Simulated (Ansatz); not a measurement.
# FePt (Tetraferroplatinum): properties at the relaxed cell

The task here is to estimate one member of a computed series from the others.

Program: Ansatz 0.2.0. Level of theory: DFT PBE, scalar-relativistic, plane waves, PAW. These are calculated values, not measurements.

## The structure to begin with

It takes space group P4/mmm (No. 123, tetragonal). The conventional cell has a = 2.729 Å, b = 2.729 Å, c = 3.767 Å, α = 90.00°, β = 90.00°, γ = 90.00°. Fe (site symmetry 4/mmm) is surrounded by 8 Pt at 2.70 Å and 4 Fe at 2.73 Å. Pt (site symmetry 4/mmm) has 8 Fe at 2.70 Å and 4 Pt at 2.73 Å as nearest neighbours.

Structure file:

```xyz
2
Lattice="2.7288 0.0000 0.0000 0.0000 2.7288 0.0000 0.0000 0.0000 3.7665" Properties=species:S:1:pos:R:3 pbc="T T T"
Fe    0.0000    0.0000    0.0000
Pt    1.3644    1.3644    1.8833
```

This cell was relaxed beforehand with the same method: volume 14.02 Å³/atom, gap on the mesh none (metal), site moments up to 3.0 μB.

Set-up of the first run:

Contents of input.yaml:

```yaml
crystal:
  lattice:
    - [2.7287949121, 0.0, 0.0]
    - [0.0, 2.7287949121, 0.0]
    - [0.0, 0.0, 3.766504838]
  atoms:
    - { symbol: Fe, position: [0.0, 0.0, 0.0], spin: 3.28 }
    - { symbol: Pt, position: [0.5, 0.5, 0.5], spin: 0.42 }
basis:
  ecutwfc: 420
kpoints:
  mp_grid: { grid: [16, 16, 12] }
  band_path:
    path:
      - [[0.0, 0.0, 0.0], [0.0, 0.5, 0.0], [0.5, 0.5, 0.0], [0.0, 0.0, 0.0], [0.0, 0.0, 0.5], [0.0, 0.5, 0.5], [0.5, 0.5, 0.5], [0.0, 0.0, 0.5]]
      - [[0.0, 0.5, 0.0], [0.0, 0.5, 0.5]]
      - [[0.5, 0.5, 0.0], [0.5, 0.5, 0.5]]
    npoints: 14
hamiltonian:
  xc: pbe
scf:
  occupations: { method: gaussian, width: 0.1 }
  n_extra_bands: 6
output:
  forces: true
  stress: true
  eigenvalues: true
  populations: true
  dos: { projected: true, de: 0.02, nscf_kmesh: { grid: [24, 24, 18] } }
  bader: true
magnetization:
  spin_polarized: true
checkpoint:
  read: start.run
  write: ck
  compress: false
  write_wavefunctions: false
  write_every: 100000
```

The run is started by

```
> ansatz run input.yaml --threads 1 --pin off --max-ram 2560MiB --backend cpu --events-out ev --progress --plain --runs-dir out
```

Among the steps run: Bands, states and charges; Relaxing with PBEsol; Relaxing with LDA; The cell under PBE+D3(BJ).

One table of the session follows, with a row left open; its other results are not shown here.

It belongs to the step «Relaxed cells side by side». 

```
functional  a (Å)  b (Å)  c (Å)  volume (Å³/atom)
       PBE  2.729  2.729  3.767             14.02
    PBEsol  2.687  2.687  3.718             13.42
       LDA      ?      ?      ?                 ?
PBE+D3(BJ)  2.701  2.701  3.728             13.60
```

Q: Estimate the row for LDA from the others.

**Answer.** a (Å): 2.659; b (Å): 2.659; c (Å): 3.683; volume (Å³/atom): 13.02. In the column «a (Å)» it is the lowest.

Caveats from the session: Warnings in the runs' records: stability check not made.
